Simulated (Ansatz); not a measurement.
**BH₅SeSi (SMILES B[Se][SiH3]): single points off equilibrium**

The atoms stand at a structure displaced at random from a GFN2-xTB minimum. How far do the functionals agree with CCSD(T) there?

Program: Ansatz 0.2.0, Gaussian basis. Level of theory: single points in def2-TZVPP. These are calculated values, not measurements.

Cores are frozen in the correlated methods. Filled d shells of the heavier atoms are correlated.

**1. Starting geometry**

SMILES `B[Se][SiH3]`, 8 atoms, charge 0, spin multiplicity 1.

Atoms are counted from 1 here; the program's logs count them from 0.

Bond lengths: B1–Se2 1.904 Å, B1–H4 1.192 Å, B1–H5 1.160 Å, Se2–Si3 2.322 Å, Si3–H6 1.427 Å, Si3–H7 1.453 Å, Si3–H8 1.504 Å. Angles: Se2–B1–H4 116.6°, Se2–B1–H5 122.7°, H4–B1–H5 120.7°, B1–Se2–Si3 102.8°, Se2–Si3–H6 107.2°, Se2–Si3–H7 102.9°, Se2–Si3–H8 108.0°, H6–Si3–H7 114.8°, H6–Si3–H8 110.6°, H7–Si3–H8 112.8°.

Coordinates:

| atom | x (Å) | y (Å) | z (Å) |
| --- | --- | --- | --- |
| B1 | -0.9275 | 1.1852 | -1.0983 |
| Se2 | 0.7493 | 0.2828 | -1.1319 |
| Si3 | 0.7248 | -0.9229 | 0.8519 |
| H4 | -1.2062 | 1.8281 | -2.0624 |
| H5 | -1.6661 | 1.1039 | -0.2073 |
| H6 | 1.1063 | -0.0258 | 1.8945 |
| H7 | 1.6723 | -1.9934 | 0.5934 |
| H8 | -0.6762 | -1.4245 | 1.0726 |

**2. CCSD(T)/def2-TZVPP**

run/in.yaml

```yaml
crystal:
  periodic: [false, false, false]
  atoms:
    - {symbol: B, position_ang: [-0.927500, 1.185200, -1.098300]}
    - {symbol: Se, position_ang: [0.749300, 0.282800, -1.131900]}
    - {symbol: Si, position_ang: [0.724800, -0.922900, 0.851900]}
    - {symbol: H, position_ang: [-1.206200, 1.828100, -2.062400]}
    - {symbol: H, position_ang: [-1.666100, 1.103900, -0.207300]}
    - {symbol: H, position_ang: [1.106300, -0.025800, 1.894500]}
    - {symbol: H, position_ang: [1.672300, -1.993400, 0.593400]}
    - {symbol: H, position_ang: [-0.676200, -1.424500, 1.072600]}
basis:
  gaussian: {orbitals: def2-TZVPP}
correlation: {method: ccsd_t}
output: {forces: true}
```

No record of the launch command was kept for these runs.

**3. PBE0-D4/def2-TZVPP**

Changes to run/in.yaml since step 2:

```diff
@@ -13,3 +13,3 @@
   gaussian: {orbitals: def2-TZVPP}
-correlation: {method: ccsd_t}
-output: {forces: true}
+hamiltonian: {xc: pbe0, dispersion: d4}
+output: {forces: true, orbitals: {seedname: orbitals}}
```

**4. wB97M-V/def2-TZVPP**

Changes to run/in.yaml since step 3:

```diff
@@ -13,3 +13,3 @@
   gaussian: {orbitals: def2-TZVPP}
-hamiltonian: {xc: pbe0, dispersion: d4}
-output: {forces: true, orbitals: {seedname: orbitals}}
+hamiltonian: {xc: {name: wB97M-V}}
+output: {forces: true}
```

**5. r2SCAN-D4/def2-TZVPP**

Changes to run/in.yaml since step 4:

```diff
@@ -13,3 +13,3 @@
   gaussian: {orbitals: def2-TZVPP}
-hamiltonian: {xc: {name: wB97M-V}}
+hamiltonian: {xc: r2scan, dispersion: d4}
 output: {forces: true}
```

**6. PBE-D4/def2-TZVPP**

Changes to run/in.yaml since step 5:

```diff
@@ -13,3 +13,3 @@
   gaussian: {orbitals: def2-TZVPP}
-hamiltonian: {xc: r2scan, dispersion: d4}
+hamiltonian: {xc: pbe, dispersion: d4}
 output: {forces: true}
```

**7. LC-wPBE/def2-TZVPP**

Changes to run/in.yaml since step 6:

```diff
@@ -13,3 +13,3 @@
   gaussian: {orbitals: def2-TZVPP}
-hamiltonian: {xc: pbe, dispersion: d4}
+hamiltonian: {xc: {name: LC-wPBE}}
 output: {forces: true}
```

**8. r2SCAN0-D4/def2-TZVPP**

Changes to run/in.yaml since step 7:

```diff
@@ -13,3 +13,3 @@
   gaussian: {orbitals: def2-TZVPP}
-hamiltonian: {xc: {name: LC-wPBE}}
+hamiltonian: {xc: {name: r2SCAN0}, dispersion: d4}
 output: {forces: true}
```

(Steps that only read results are left out.)

Before running it: what results should come out? Wanted: energy less free atoms, CCSD(T)/def2-TZVPP; RMS force component; RMS force error; HOMO and LUMO, PBE0-D4; T1 diagnostic.

As calculated:

| quantity | value |
| --- | --- |
| energy less free atoms, CCSD(T)/def2-TZVPP | -24.453 eV |
| RMS force component | 0.460 to 0.523 eV/Å over the methods |
| RMS force error | PBE0-D4 0.063, wB97M-V 0.055, r2SCAN-D4 0.038, PBE-D4 0.119, LC-wPBE 0.136, r2SCAN0-D4 0.060 eV/Å |
| HOMO and LUMO, PBE0-D4 | -7.67 and -1.52 eV |
| T1 diagnostic | 0.013 |

In words: Against CCSD(T) the functionals' energies less atoms differ by -0.725 to -0.147 eV, PBE-D4 by -0.529 eV. The reference is not at the basis limit: in triple zeta CCSD(T) underbinds, which counts against methods that bind more; the gaps are no ranking. The forces of r2SCAN-D4 come nearest to CCSD(T), those of LC-wPBE are farthest. Frozen-core CCSD(T) forces in triple zeta carry basis errors of their own, and this is one geometry, so small gaps rank nothing.
